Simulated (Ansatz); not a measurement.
**GePH2 (quartet): from Hartree-Fock to the top rungs, cc-pVTZ**

An exercise on one series of results from a longer session: the logs are not shown, and one member is left open.

Method: cc-pVTZ, core rule «outside noble gas», up to 19 orbitals frozen; program: Ansatz 0.2.0, Gaussian basis.

To be run: UHF; CCSD(T) on ROHF; CCSD(T) on UHF; BCCD(T) on ROHF; CCSDT(Q) on ROHF; CCSDT(Q) on UHF; CASSCF and MRCISD+Q, 11 electrons in 10 orbitals; CASSCF and NEVPT2, 11 electrons in 10 orbitals.

5 further runs of the same task are left out: 5 set aside as unsound or not needed.

### The geometry

The geometry is a PBE0/def2-TZVP stationary point (not a proven minimum) of the parent state, kept for this charge and spin. No spin-orbit coupling is included. The filled d shell of Ge may be among the frozen orbitals whatever the setting's name suggests; the logs give the count.

4 atoms, charge 0, spin multiplicity 4.

Atoms are counted from 1 here; the program's logs count them from 0.

Bond lengths: Ge1–P2 2.136 Å, Ge1–H3 1.563 Å, P2–H4 1.422 Å. Angles: P2–Ge1–H3 116.8°, Ge1–P2–H4 95.7°.

Geometry (Å):

| atom | x (Å) | y (Å) | z (Å) |
| --- | --- | --- | --- |
| Ge1 | 0.0000 | -0.0562 | 0.6389 |
| P2 | 0.0000 | 0.1316 | -1.4889 |
| H3 | 0.0000 | 1.2721 | 1.4631 |
| H4 | 0.0000 | -1.2656 | -1.7544 |

Set-up of the first run:

Contents of in.yaml:

```yaml
crystal:
  periodic: [false, false, false]
  atoms:
    - {symbol: Ge, position_ang: [0.000000, -0.056222, 0.638924]}
    - {symbol: P, position_ang: [0.000000, 0.131641, -1.488929]}
    - {symbol: H, position_ang: [0.000000, 1.272055, 1.463066]}
    - {symbol: H, position_ang: [0.000000, -1.265559, -1.754446]}
basis:
  gaussian: {orbitals: cc-pVTZ}
magnetization: {spin_polarized: true, initial_magnetization: 3}
hamiltonian: {xc: hf}
output: {orbitals: {seedname: orbitals}}
```

Started as:

```
ansatz run in.yaml --threads 1 --pin off --events-out ev --progress --plain --max-ram 2816MiB --backend cpu
```

Steps of the session up to this table: UHF; CCSD(T) on ROHF; CCSD(T) on UHF; BCCD(T) on ROHF; CCSDT(Q) on ROHF; CCSDT(Q) on UHF; CASSCF and MRCISD+Q, 11 electrons in 10 orbitals; CASSCF and NEVPT2, 11 electrons in 10 orbitals.

One of the session's tables, all rows but one given; the rest of the session is left out.

```
          method  from UCCSDT(Q) (kcal/mol)
            ROHF                    +162.56
             UHF                    +157.36
            RMP2                     +30.00
            UMP2                     +30.42
           RCCSD                      +7.97
           UCCSD                      +7.53
        RCCSD(T)                      +1.51
        UCCSD(T)                      +1.25
         BCCD(T)                      +1.48
          RCCSDT                      +0.60
          UCCSDT                          ?
       RCCSDT(Q)                      +0.29
       UCCSDT(Q)                          0
  CASSCF valence                    +129.87
  NEVPT2 valence                     +31.69
  MRCISD valence                     +13.80
MRCISD+Q valence                      +2.59
```

Q: Estimate the row for UCCSDT from the others.

**Answer.** from UCCSDT(Q) (kcal/mol): +0.31. In the column «from UCCSDT(Q) (kcal/mol)» it lies between RCCSDT(Q) (+0.29) and RCCSDT (+0.60).

To keep in mind: Restricted and unrestricted rows rest on different reference determinants; where their highest levels disagree by more than a few hundredths of an eV, they describe different states and don't form one ladder.
